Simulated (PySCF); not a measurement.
# BrCu (CuBr): the cost of one run

Programs: PySCF 2.14.0, with routines of our own; each step states its level. All values are computed. Atoms count from 0.

### Step 1. The system as given

2 atoms, charge 0, multiplicity 1; geometry from: GFN2-xTB.

### Step 2. Relaxing the molecule at PBE0-D3(BJ)/def2-SVP

The job: settings as JSON, then the geometry in Å.

```
{"job": {"xc": "PBE0", "basis": "def2-SVP", "d3": "d3bj", "grid": 1, "maxiter": 30, "shake": 0.01, "kind": "geom"}, "charge": 0, "multiplicity": 1}
Cu     1.109000    -0.028440     0.001330
Br    -1.091520    -0.000370    -0.013460
```

On the command line:

```console
$ OMP_NUM_THREADS=1 python heavy_run.py task.json out
```

One launch serves the whole session: the jobs run in the order shown.

**Question.** How long does this run take on 1 thread of Arm Neoverse N1, shared host?

About 7.2 s.
